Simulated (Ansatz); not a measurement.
# CH₆Cl₂Si₂: up Jacob's ladder to CCSD(T)

One table from this session's results is given with a row withheld; the runs are named, their logs left out.

Computed with Ansatz 0.2.0, Gaussian basis. Level: functionals in def2-TZVPP, the program's frozen cores in correlated methods.

Levels to be run: LDA (SPW92), PBE-D4, revPBE-D4, BLYP-D4, r2SCAN-D4, B97M-V, PBE0-D4, B3LYP-D4, r2SCANh-D4, r2SCAN0-D4, HSE06-D4, BHLYP-D4, CAM-B3LYP-D4, LC-ωPBE, ωB97X-V, ωB97M-V, B2PLYP, PBE-QIDH; CCSD(T)/def2-SVP; CCSD(T)/def2-TZVPP; MP2/def2-QZVPP; extrapolation to the limit; RPA on PBE.

**Structure used throughout**

An earlier PBE0-D4 in a triple-zeta def2 set relaxation fixed the geometry.

SMILES `C[SiH2][SiH](Cl)Cl`, 11 atoms, charge 0, spin multiplicity 1.

Atoms are counted from 1 here; the program's logs count them from 0.

Bond lengths: C1–Si2 1.870 Å, C1–H6 1.092 Å, C1–H7 1.092 Å, C1–H8 1.092 Å, Si2–Si3 2.337 Å, Si2–H9 1.489 Å, Si2–H10 1.489 Å, Si3–Cl4 2.059 Å, Si3–Cl5 2.059 Å, Si3–H11 1.481 Å. Angles: Si2–C1–H6 110.5°, Si2–C1–H7 110.7°, Si2–C1–H8 110.5°, H6–C1–H7 108.4°, H6–C1–H8 108.3°, H7–C1–H8 108.4°, C1–Si2–Si3 109.1°, C1–Si2–H9 111.7°, C1–Si2–H10 111.7°, Si3–Si2–H9 107.8°, Si3–Si2–H10 107.8°, H9–Si2–H10 108.5°, Si2–Si3–Cl4 108.7°, Si2–Si3–Cl5 108.7°, Si2–Si3–H11 117.0°, Cl4–Si3–Cl5 108.5°, Cl4–Si3–H11 106.8°, Cl5–Si3–H11 106.8°.

The first run:

File in.yaml:

```yaml
crystal:
  periodic: [false, false, false]
  atoms:
    - {symbol: C, position_ang: [-1.100582, 0.664101, 1.111472]}
    - {symbol: Si, position_ang: [0.572550, -0.100972, 0.774490]}
    - {symbol: Si, position_ang: [0.742833, -0.591726, -1.503637]}
    - {symbol: Cl, position_ang: [-0.770902, -1.890360, -2.013929]}
    - {symbol: Cl, position_ang: [0.499476, 1.150113, -2.573717]}
    - {symbol: H, position_ang: [-1.899397, -0.025408, 0.830946]}
    - {symbol: H, position_ang: [-1.208653, 0.904657, 2.171197]}
    - {symbol: H, position_ang: [-1.223464, 1.583069, 0.534740]}
    - {symbol: H, position_ang: [0.760802, -1.370378, 1.529486]}
    - {symbol: H, position_ang: [1.683638, 0.826004, 1.125307]}
    - {symbol: H, position_ang: [2.009201, -1.205901, -1.965755]}
basis:
  gaussian: {orbitals: def2-TZVPP}
hamiltonian: {xc: lda}
output: {orbitals: {seedname: orbitals}}
```

Among the steps run: LDA; PBE-D4 (GGA); revPBE-D4 (GGA); BLYP-D4 (GGA); r2SCAN-D4 (meta-GGA); B97M-V (meta-GGA); PBE0-D4 (hybrid); B3LYP-D4 (hybrid); r2SCANh-D4 (hybrid); r2SCAN0-D4 (hybrid); HSE06-D4 (hybrid); BHLYP-D4 (hybrid); CAM-B3LYP-D4 (range-separated); LC-ωPBE-D4 (range-separated; the results give it without D4); ωB97X-V (range-separated); ωB97M-V (range-separated); B2PLYP (double hybrid); PBE-QIDH (double hybrid).

One table of the session follows, with a row left open; its other results are not shown here.

It belongs to the step «Orbital energies across the functionals». 

```
  functional  HOMO (eV)  gap (eV)
 LDA (SPW92)      -6.91      5.31
      PBE-D4      -6.83      5.46
   revPBE-D4      -6.79      5.52
     BLYP-D4      -6.71      5.50
   r2SCAN-D4      -7.12      6.02
      B97M-V      -7.21      5.98
     PBE0-D4      -8.02      7.48
    B3LYP-D4      -7.82      7.11
  r2SCANh-D4      -7.55      6.75
  r2SCAN0-D4      -8.20      7.83
    HSE06-D4      -7.62      6.72
    BHLYP-D4      -9.12      9.50
CAM-B3LYP-D4      -9.31      9.83
     LC-ωPBE     -10.61     12.24
     ωB97X-V          ?         ?
     ωB97M-V     -10.05     11.27
```

Estimate the missing values for ωB97X-V.

The run gave: HOMO (eV): -10.29; gap (eV): 11.79. In the column «HOMO (eV)» it lies between LC-ωPBE (-10.61) and ωB97M-V (-10.05).
